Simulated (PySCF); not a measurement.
# CH2BF3S: the cost of one run

Programs: PySCF 2.14.0, with density-fitted response routines of our own. Each step states its level of theory. These are calculated values for one molecule in the gas phase, unless marked as measured. Atoms are numbered from 0 throughout.

## (1) The starting structure

8 atoms, charge 0, multiplicity 1; geometry from: GFN2-xTB. The atoms were then displaced at random by about 0.01 Å, so the start is not that level's minimum.

Bonds of the start (Å): B0–S1 1.76, S1–C2 1.85, C2–F3 1.33, C2–F4 1.31, C2–F5 1.34, B0–H6 1.15, B0–H7 1.19.

## (2) Geometry optimisation at PBE0-D3(BJ)/def2-SVP

Job settings and geometry (Å):

```
{"job": {"xc": "PBE0", "basis": "def2-SVP", "d3": "d3bj", "grid": 1, "shake": 0.01, "kind": "geom"}, "charge": 0, "multiplicity": 1}
B      1.609830     0.014540    -0.110090
S      0.276640    -1.015680    -0.628070
C     -1.201100    -0.112070     0.022620
F     -1.248900     1.116230    -0.491080
F     -2.302310    -0.769100    -0.267200
F     -1.126800     0.032740     1.353430
H      2.670550    -0.304680    -0.408170
H      1.377220     1.018890     0.476100
```

On the command line:

```bash
> OMP_NUM_THREADS=1 python probes_run.py task.json out
```

One launch serves the whole session: the jobs run in the order shown.

**Question.** How long does this first job take on 1 thread of Arm Neoverse V1, shared host, and how much memory does it need?

About 29 s, with a peak of 0.4 GiB.
